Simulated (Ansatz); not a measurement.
# SnGe5: the cost of one run

Program: Ansatz 0.2.0. Level of theory: DFT PBE, scalar-relativistic, plane waves, PAW. These are calculated values, not measurements.

**1. The starting structure**

The structure is cubic, space group F-43m (No. 216). Conventional cell: a = 8.293 Å, b = 8.293 Å, c = 8.293 Å, α = 90.00°, β = 90.00°, γ = 90.00°. Sn (site symmetry -43m) is surrounded by 12 Ge at 3.39 Å. Around Ge (site symmetry -43m) lie 4 Ge at 2.21 Å. Ge (site symmetry 3m) is surrounded by 4 Ge at 2.21 to 2.25 Å.

Structure file:

```xyz
6
Lattice="0.0000 4.1465 4.1465 4.1465 0.0000 4.1465 4.1465 4.1465 0.0000" Properties=species:S:1:pos:R:3 pbc="T T T"
Sn    0.0000    0.0000    0.0000
Ge    4.1465    4.1465    4.1465
Ge    2.8690    2.8690    2.8690
Ge    5.4241    5.4241    2.8690
Ge    5.4241    2.8690    5.4241
Ge    2.8690    5.4241    5.4241
```

A structure generator made this guess: random cell by space group and Wyckoff sites (F-43m, No. 216). Lengths come from tabulated atomic sizes and are only a guess.

**2. A first look at the guess**

Contents of input.yaml:

```yaml
crystal:
  lattice:
    - [0.0, 4.14654956, 4.14654956]
    - [4.14654956, 0.0, 4.14654956]
    - [4.14654956, 4.14654956, 0.0]
  atoms:
    - { symbol: Sn, position: [0.0, 0.0, 0.0] }
    - { symbol: Ge, position: [0.5, 0.5, 0.5] }
    - { symbol: Ge, position: [0.34594753, 0.34594753, 0.34594753] }
    - { symbol: Ge, position: [0.34594753, 0.34594753, 0.96215742] }
    - { symbol: Ge, position: [0.34594753, 0.96215742, 0.34594753] }
    - { symbol: Ge, position: [0.96215742, 0.34594753, 0.34594753] }
basis:
  ecutwfc: 420
kpoints:
  mp_grid: { grid: [4, 4, 4] }
hamiltonian:
  xc: pbe
scf:
  occupations: { method: gaussian, width: 0.1 }
  lower_state_search: "off"
output:
  forces: true
  stress: true
  eigenvalues: true
```

Started as:

```
ansatz run input.yaml --threads 1 --pin off --max-ram 2560MiB --backend cpu --events-out ev --progress --plain --runs-dir out
```

**Question.** How long does this run take on 1 thread of Intel Xeon Platinum 8259CL at 2.50GHz (Skylake/Cascade Lake), shared host, and how much memory does it need?

About 4.7 s, with a peak of 0.43 GiB.
